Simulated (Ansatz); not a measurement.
**Rb4S3: a trial structure relaxed**

Aim: relax a trial structure of Rb4S3 and see where it ends.

Computed with Ansatz 0.2.0 (DFT PBE, scalar-relativistic, plane waves, PAW, unless a step's input says otherwise).

## Step 1: The system as given

It takes space group Pm-3m (No. 221, cubic). The conventional cell has a = 6.254 Å, b = 6.254 Å, c = 6.254 Å, α = 90.00°, β = 90.00°, γ = 90.00°. Rb (site symmetry 4/mmm) is surrounded by 2 Rb at 3.13 Å and 4 S at 3.13 Å. Rb (site symmetry m-3m) is surrounded by 6 Rb at 3.13 Å. S (site symmetry 4/mmm) is surrounded by 4 Rb at 3.13 Å.

Structure file:

```
Rb S
1.0
     6.25368    0.00000    0.00000
     0.00000    6.25368    0.00000
     0.00000    0.00000    6.25368
Rb S
4 3
Direct
  0.00000 0.50000 0.50000
  0.50000 0.00000 0.50000
  0.50000 0.50000 0.00000
  0.50000 0.50000 0.50000
  0.50000 0.00000 0.00000
  0.00000 0.50000 0.00000
  0.00000 0.00000 0.50000
```

The cell is invented: random cell by space group and Wyckoff sites (Pm-3m, No. 221). The dimensions are guesses.

## Step 2: Probe: one point on a coarse mesh

The input, input.yaml:

```yaml
crystal:
  lattice:
    - [6.25367891, 0.0, 0.0]
    - [0.0, 6.25367891, 0.0]
    - [0.0, 0.0, 6.25367891]
  atoms:
    - { symbol: Rb, position: [0.0, 0.5, 0.5] }
    - { symbol: Rb, position: [0.5, 0.0, 0.5] }
    - { symbol: Rb, position: [0.5, 0.5, 0.0] }
    - { symbol: Rb, position: [0.5, 0.5, 0.5] }
    - { symbol: S, position: [0.5, 0.0, 0.0] }
    - { symbol: S, position: [0.0, 0.5, 0.0] }
    - { symbol: S, position: [0.0, 0.0, 0.5] }
basis:
  ecutwfc: 420
kpoints:
  mp_grid: { grid: [4, 4, 4] }
hamiltonian:
  xc: pbe
scf:
  occupations: { method: gaussian, width: 0.1 }
  lower_state_search: "off"
output:
  forces: true
  stress: true
  eigenvalues: true
```

Command:

```
$ ansatz run input.yaml --threads 1 --pin off --max-ram 2048MiB --backend cpu --events-out ev --progress --plain --runs-dir out
```

The session goes on with these runs: coarse relaxation; relaxation on the finer mesh.

Q: Predict the outcome of this session. Wanted: conventional cell; volume; energy over the elements; gap on the mesh.

As calculated:

| quantity | value |
| --- | --- |
| symmetry at the end (tolerance 0.05 Å) | space group Pm-3m (No. 221) |
| conventional cell | a = 6.696 Å, b = 6.696 Å, c = 6.696 Å, α = 90.00°, β = 90.00°, γ = 90.00° |
| volume | 42.89 Å³/atom |
| energy over the elements | +0.02 eV/atom |
| gap on the mesh | none (metal) |

The space group Pm-3m (No. 221) is kept, and the volume per atom grows by 22.8 % from the first guess. The formation energy of this structure is too near zero to say whether it is bound against the elements. No finished test with a distortion of lower symmetry is shown, so the end may be a saddle point. Spin polarisation is off in the runs that give these values; a magnetic solution could lie lower.
